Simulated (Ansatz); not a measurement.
# BBrH2S: the cost of one run

All numbers are computed with the Python package of Ansatz 0.2.0. Level of theory: PBE+D3(BJ)/def2-SVP.

### 1 Starting point

Bond lengths: S1–B2 1.819 Å, B2–Br3 1.987 Å, S1–H4 1.422 Å, B2–H5 1.182 Å. Angles: S1–B2–Br3 118.3°, S1–B2–H5 121.1°, Br3–B2–H5 120.5°, B2–S1–H4 91.4°.

No structure file is read: the coordinates are typed or built in the script.

### 2 Script

Input file bend.py:

```python
# -*- coding: utf-8 -*-
"""Energy of BBrH2S against one bond angle."""

import ansatz as az
from ase import Atoms

atoms = Atoms(["S", "B", "Br", "H", "H"], positions=[
    [-1.3277, 0.4716, 0.1457],
    [0.4305, 0.0349, 0.3136],
    [0.9137, -1.8858, 0.4704],
    [-1.237, 0.4391, -1.2727],
    [1.2705, 0.8666, 0.3016],
])

# start the scan from a relaxed geometry
first = (
    az.Crystal.molecule_from_ase(atoms).calculation()
    .basis(gaussian="def2-SVP")  # atom-centred Gaussian functions
    .functional("PBE", dispersion="d3bj")
    .relax(force_tolerance=0.02, max_steps=80)
)
atoms.positions = first.run(threads=1).report["positions_ang"]

rows = []
for angle in [90, 100, 110, 120, 135, 150, 165, 179]:
    bent = atoms.copy()
    bent.set_angle(1, 0, 3, angle, indices=[3])
    base = (
        az.Crystal.molecule_from_ase(bent).calculation()
        .basis(gaussian="def2-SVP")  # atom-centred Gaussian functions
        .functional("PBE", dispersion="d3bj")
    )
    rows.append((angle, base.run(threads=1).report["free_energy_ev"]))
floor = min(e for _, e in rows)
for angle, e in rows:
    print(f"angle B1-S0-H3 = {angle:3d} deg   {1000 * (e - floor):9.1f} meV")
```

### 3 What the engine is handed

The package turns the script's settings into the engine's input (first run):

```yaml
crystal:
  periodic: [false, false, false]
  atoms:
    - { symbol: S, position_ang: [-1.3277, 0.4716, 0.1457] }
    - { symbol: B, position_ang: [0.4305, 0.0349, 0.3136] }
    - { symbol: Br, position_ang: [0.9137, -1.8858, 0.4704] }
    - { symbol: H, position_ang: [-1.237, 0.4391, -1.2727] }
    - { symbol: H, position_ang: [1.2705, 0.8666, 0.3016] }
basis:
  gaussian:
    orbitals: def2-SVP
hamiltonian:
  xc: pbe
  dispersion: d3bj
relax:
  f_tol: 0.02
  max_steps: 80
```

### 4 The run

Launch:

```
> python bend.py
```

Q: Estimate wall time and peak memory on 1 thread of Arm Neoverse V1, shared host.

About 31 s, with a peak of 0.21 GiB.
